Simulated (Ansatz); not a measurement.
# FH5Si2: the cost of one run

The runs use Ansatz 0.2.0, Gaussian basis; PBE0-D4/def2-TZVP structures, single points in def2-TZVPP, no counterpoise correction.

Levels: SPW92, PBE-D4, BLYP-D4, r2SCAN-D4, B97M-V, PBE0-D4, B3LYP-D4, r2SCAN0-D4, BHLYP-D4, CAM-B3LYP-D4, wB97X-V, wB97M-V, B2PLYP, PBE-QIDH, RPA on PBE, Hartree-Fock, MP2, CCSD, CCSD(T).

Cores are frozen in the correlated methods. B3LYP uses VWN-RPA correlation. B2PLYP carries no dispersion term here.

113 further runs of the same task are left out: 113 set aside as unsound or not needed.

### 1 Starting geometry

The complex: 14 atoms, charge 0, spin multiplicity 1.

Atoms are counted from 1 here; the program's logs count them from 0.

Bond lengths: Si1–H3 1.491 Å, Si1–H4 1.485 Å, Si1–Si5 2.339 Å, Si1–F7 1.614 Å, H2–H8 0.747 Å, Si5–H10 1.486 Å, Si5–H11 1.487 Å, Si5–H12 1.493 Å, H6–N9 1.013 Å, N9–H13 1.013 Å, N9–H14 1.013 Å. Angles: H3–Si1–H4 107.7°, H3–Si1–Si5 111.9°, H3–Si1–F7 104.7°, H4–Si1–Si5 112.4°, H4–Si1–F7 108.3°, Si5–Si1–F7 111.4°, Si1–Si5–H10 111.0°, Si1–Si5–H11 110.5°, Si1–Si5–H12 110.7°, H10–Si5–H11 109.8°, H10–Si5–H12 107.4°, H11–Si5–H12 107.4°, H6–N9–H13 107.8°, H6–N9–H14 107.7°, H13–N9–H14 107.5°.

As a file:

```mol
FH10NSi2
  3D, bonds by distance, orders not assigned

 14 11  0  0  0  0  0  0  0  0999 V2000
   -0.4490   -1.6500    0.0990 Si  0  0
    1.1004    1.6220    2.7076 H   0  0
   -1.3466   -2.8069    0.3784 H   0  0
    0.3978   -1.4335    1.3002 H   0  0
   -1.6531    0.2635   -0.4995 Si  0  0
    1.7774   -0.0459   -1.3656 H   0  0
    0.5007   -2.1493   -1.1072 F   0  0
    0.7034    1.3460    2.1383 H   0  0
    1.3970    0.6007   -0.6850 N   0  0
   -1.3495    1.3920    0.4190 H   0  0
   -1.3437    0.6577   -1.8996 H   0  0
   -3.1224    0.0085   -0.4222 H   0  0
    1.3175    1.5067   -1.1300 H   0  0
    2.0700    0.6885    0.0665 H   0  0
  1  3  8  0
  1  4  8  0
  1  5  8  0
  1  7  8  0
  2  8  8  0
  5 10  8  0
  5 11  8  0
  5 12  8  0
  6  9  8  0
  9 13  8  0
  9 14  8  0
M  END
```

Its parts: Si₂H₅F holds atoms 1, 3, 4, 5, 7, 10, 11, 12; H₂ holds atoms 2, 8; NH₃ holds atoms 6, 9, 13, 14. Each part counts its atoms afresh in its own runs.

### 2 Relaxing Si₂H₅F alone

relax-a/in.yaml reads:

```yaml
crystal:
  periodic: [false, false, false]
  atoms:
    - {symbol: Si, position_ang: [-0.448973, -1.650041, 0.099034]}
    - {symbol: H, position_ang: [-1.346602, -2.806857, 0.378393]}
    - {symbol: H, position_ang: [0.397777, -1.433463, 1.300204]}
    - {symbol: Si, position_ang: [-1.653057, 0.263464, -0.499525]}
    - {symbol: F, position_ang: [0.500667, -2.149273, -1.107203]}
    - {symbol: H, position_ang: [-1.349500, 1.391957, 0.419012]}
    - {symbol: H, position_ang: [-1.343696, 0.657691, -1.899620]}
    - {symbol: H, position_ang: [-3.122361, 0.008476, -0.422160]}
basis:
  gaussian: {orbitals: def2-TZVP}
hamiltonian: {xc: pbe0, dispersion: d4}
relax: {f_tol: 0.005, max_steps: 200}
```

Started as:

```sh
$ ansatz run in.yaml --threads 8 --pin off --events-out ev --progress --plain --max-ram 19148MiB
```

**Question.** How long does this run take on 8 threads of Arm Neoverse V2, shared host?

About 11 s.
